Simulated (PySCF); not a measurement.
**[Nd(H2O)]3+: other functionals and bases at one geometry**

Aim: see how levels, charges and forces of [Nd(H2O)]3+ depend on the level of theory. The structure is generated, not taken from experiment.

Method: several levels, as the steps say, no spin–orbit coupling; program: PySCF 2.14.0.

3 further runs of the same task are left out: 2 for a known fault of the program, 1 that didn't finish.

**1. Where the work starts**

4 atoms, charge 3, spin multiplicity 1.

Bond lengths: Nd1–O2 2.253 Å, O2–H3 1.013 Å, O2–H4 1.013 Å. Angles: Nd1–O2–H3 128.9°, Nd1–O2–H4 128.9°, H3–O2–H4 102.2°.

Coordinates:

```
Nd    0.00000    0.00000   -0.11264
O     0.00000    0.00000    2.14037
H     0.78859    0.00000    2.77683
H    -0.78859    0.00000    2.77683
```

Formal oxidation states: Nd +3. Each metal's 3 4f electrons lie in its core potential, so multiplicities, spins and levels count the valence alone. An earlier session relaxed this geometry at PBE, Nd lcecp-1-SVP with ECP49, O def2-SVP, H def2-SVP (singlet, point group C2v).

At PBE on the finer grid: E = -108.902543 Eh, HOMO -26.09 eV, LUMO -21.51 eV, Mulliken charge on Nd1 +2.51 e, largest force component 0.005 eV/Å. 

Levels to run: r2SCAN; BP86; B3LYP; HF; PBE, TZVP. Hardware: 2 threads of Arm Neoverse V1, shared host.

**2. r2SCAN**

run.py (the lines that set the calculation) reads:

```python
mol = gto.M(atom='''
Nd     0.00000     0.00000    -0.11264
O      0.00000     0.00000     2.14037
H      0.78859     0.00000     2.77683
H     -0.78859     0.00000     2.77683''',
    basis={'Nd': 'lcecp-1-SVP', 'O': 'def2-SVP', 'H': 'def2-SVP'},
    ecp={'Nd': 'lcecp-1-SVP'},
    charge=3, spin=0)
mf = dft.RKS(mol, xc='R2SCAN')
mf.grids.atom_grid = (75, 302)  # f atoms: unpruned, at least (60, 302)
mf = mf.density_fit()  # fitting sets: Nd AutoAux, O def2-universal-JKFIT, H def2-universal-JKFIT
mf.conv_tol = 1e-08; mf.max_cycle = 55
mf.kernel(dm0)  # dm0: the density of the relaxed state
```

The run is started by

```
$ OMP_NUM_THREADS=2 python run.py
```

**3. BP86**

run.py (the lines that set the calculation): that of step 2 with these lines changed.

```diff
@@ -8,3 +8,3 @@
     charge=3, spin=0)
-mf = dft.RKS(mol, xc='R2SCAN')
+mf = dft.RKS(mol, xc='B88,P86')
 mf.grids.atom_grid = (75, 302)  # f atoms: unpruned, at least (60, 302)
```

**4. B3LYP**

run.py (the lines that set the calculation): that of step 3 with these lines changed.

```diff
@@ -8,3 +8,3 @@
     charge=3, spin=0)
-mf = dft.RKS(mol, xc='B88,P86')
+mf = dft.RKS(mol, xc='B3LYP')
 mf.grids.atom_grid = (75, 302)  # f atoms: unpruned, at least (60, 302)
```

**5. HF**

run.py (the lines that set the calculation): that of step 4 with these lines changed.

```diff
@@ -8,4 +8,3 @@
     charge=3, spin=0)
-mf = dft.RKS(mol, xc='B3LYP')
-mf.grids.atom_grid = (75, 302)  # f atoms: unpruned, at least (60, 302)
+mf = scf.RHF(mol)
 mf = mf.density_fit()  # fitting sets: Nd AutoAux, O def2-universal-JKFIT, H def2-universal-JKFIT
```

**6. PBE, TZVP**

Basis: Nd lcecp-1-TZVP with ECP49, O def2-TZVP, H def2-TZVP. 

run.py (the lines that set the calculation) reads:

```python
mol = gto.M(atom='''
Nd     0.00000     0.00000    -0.11264
O      0.00000     0.00000     2.14037
H      0.78859     0.00000     2.77683
H     -0.78859     0.00000     2.77683''',
    basis={'Nd': 'lcecp-1-TZVP', 'O': 'def2-TZVP', 'H': 'def2-TZVP'},
    ecp={'Nd': 'lcecp-1-TZVP'},
    charge=3, spin=0)
mf = dft.RKS(mol, xc='PBE')
mf.grids.atom_grid = (75, 302)  # f atoms: unpruned, at least (60, 302)
mf = mf.density_fit()  # fitting sets: Nd AutoAux, O def2-universal-JKFIT, H def2-universal-JKFIT
mf.conv_tol = 1e-08; mf.max_cycle = 55
mf.kernel(dm0)  # dm0: free metal ions and neutral atoms
```

**Question.** What will these runs give? Wanted: for each run, HOMO; gap; charge on Nd1; dipole; largest force.

**Answer**, as computed:

| level | state | HOMO (eV) | gap (eV) | charge on Nd1 (e) | dipole (D) | largest force (eV/Å) | basis functions | time |
| --- | --- | --- | --- | --- | --- | --- | --- | --- |
| PBE (relaxed here) | singlet | -26.09 | 4.58 | 2.51 | 3.22 | 0.01 | 57 | 2.9 s |
| r2SCAN | singlet | -26.31 | 5.53 | 2.56 | 2.89 | 0.47 | 57 | 2.5 s |
| BP86 | singlet | -26.17 | 4.74 | 2.52 | 3.17 | 0.04 | 57 | 1.7 s |
| B3LYP | singlet | -27.40 | 6.54 | 2.55 | 2.90 | 0.45 | 57 | 1.8 s |
| HF | singlet | -31.99 | 15.37 | 2.70 | 2.07 | 2.18 | 57 | 0.8 s |
| PBE, TZVP | singlet | -26.09 | 4.58 | 2.61 | 3.24 | 0.23 | 90 | 5.8 s |

Times are on 2 threads of Arm Neoverse V1, shared host; the first row also made further properties. The dipole of a charged species depends on the origin, so these sizes hold for this origin alone.

In one basis the HOMO–LUMO gap runs from 4.58 eV (PBE) to 15.37 eV (HF). The largest leftover force, 2.18 eV/Å with HF, stands at a geometry relaxed at another level. The Mulliken charge on Nd spans +2.51 to +2.70 e over the levels. With 4f in the core, its levels are missing from HOMO and gap. Total energies of different levels can't be compared. Spin–orbit coupling is left out throughout.
